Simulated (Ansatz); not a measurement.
**CH3CdClS: taking an electron away**

Aim: the vertical ionisation energy of CH3CdClS, as cation minus neutral at the neutral's geometry, on several levels, and how well −ε(HOMO) stands in for it.

Computed with Ansatz 0.2.0, Gaussian basis. Level: unrestricted cation, the program's frozen cores in correlated methods.

Plan: UKS PBE-D4/def2-TZVPP; UKS r2SCAN-D4/def2-TZVPP; UKS PBE0-D4/def2-TZVPP; UKS B3LYP-D4/def2-TZVPP; UKS wB97X-V/def2-TZVPP; UKS wB97M-V/def2-TZVPP; UKS B2PLYP/def2-TZVPP; UHF-CCSD(T)/def2-TZVPP; UHF-MP2/def2-QZVPP; extrapolation to the limit; then −ε(HOMO) from the neutral's earlier runs with LDA (SPW92), PBE-D4, revPBE-D4, BLYP-D4, r2SCAN-D4, B97M-V, PBE0-D4, B3LYP-D4, r2SCANh-D4, r2SCAN0-D4, HSE06-D4, BHLYP-D4, CAM-B3LYP-D4, LC-ωPBE, ωB97X-V, ωB97M-V.

**1. The geometry**

An earlier PBE0-D4 in a triple-zeta def2 set relaxation fixed the geometry. Cd takes the def2 core potential; no spin-orbit term is included.

SMILES `C[S][Cd][Cl]`, 7 atoms, charge 0, spin multiplicity 1.

Atoms are counted from 1 here; the program's logs count them from 0.

Bond lengths: C1–S2 1.822 Å, C1–H5 1.089 Å, C1–H6 1.090 Å, C1–H7 1.089 Å, S2–Cd3 2.324 Å, Cd3–Cl4 2.283 Å. Angles: S2–C1–H5 112.0°, S2–C1–H6 105.8°, S2–C1–H7 112.0°, H5–C1–H6 108.4°, H5–C1–H7 110.1°, H6–C1–H7 108.4°, C1–S2–Cd3 102.8°, S2–Cd3–Cl4 179.1°.

**2. Cation, UKS PBE-D4/def2-TZVPP**

Contents of in.yaml:

```yaml
crystal:
  periodic: [false, false, false]
  atoms:
    - {symbol: C, position_ang: [-0.240374, 1.241963, -0.133888]}
    - {symbol: S, position_ang: [0.954504, 0.342752, 0.906768]}
    - {symbol: Cd, position_ang: [0.540858, -1.879347, 0.366287]}
    - {symbol: Cl, position_ang: [0.160810, -4.072221, -0.140982]}
    - {symbol: H, position_ang: [-1.269778, 0.986830, 0.112806]}
    - {symbol: H, position_ang: [-0.086438, 2.299217, 0.084492]}
    - {symbol: H, position_ang: [-0.059591, 1.080818, -1.195482]}
basis:
  gaussian: {orbitals: def2-TZVPP}
total_charge: 1
magnetization: {spin_polarized: true, initial_magnetization: 1}
hamiltonian: {xc: pbe, dispersion: d4}
```

Command:

```bash
$ ansatz run in.yaml --threads 2 --pin off --events-out ev --progress --plain --max-ram 32768MiB --backend cpu
```

After this run come: Cation, UKS r2SCAN-D4/def2-TZVPP; Cation, UKS PBE0-D4/def2-TZVPP; Cation, UKS B3LYP-D4/def2-TZVPP; Cation, UKS wB97X-V/def2-TZVPP; Cation, UKS wB97M-V/def2-TZVPP; Cation, UKS B2PLYP (frozen core)/def2-TZVPP; Cation, UHF-CCSD(T)/def2-TZVPP; Cation, UHF-MP2/def2-QZVPP.

Before running them: what should the planned runs give, taken together? Wanted: ionisation energy, CCSD(T)/CBS; nearest functional by difference; nearest −ε(HOMO); −ε(HOMO) of PBE; T1 of the cation.

The runs gave:

| quantity | value |
| --- | --- |
| ionisation energy, CCSD(T)/CBS | 9.24 eV |
| nearest functional by difference | ωB97M-V (-0.15 eV) |
| nearest −ε(HOMO) | ωB97X-V (+0.05 eV) |
| −ε(HOMO) of PBE | 5.81 eV |
| T1 of the cation | 0.015 |

Energy differences with functionals land within 0.40 eV of the reference. −ε(HOMO) of PBE misses by 3.4 eV, since self-interaction lifts the level. Among orbital estimates ωB97X-V comes nearest. Hartree-Fock falls 1.33 eV short, as the neutral has more correlation energy than the cation. Correlated methods include outer-core shells of Cd, which these sets cover unevenly.
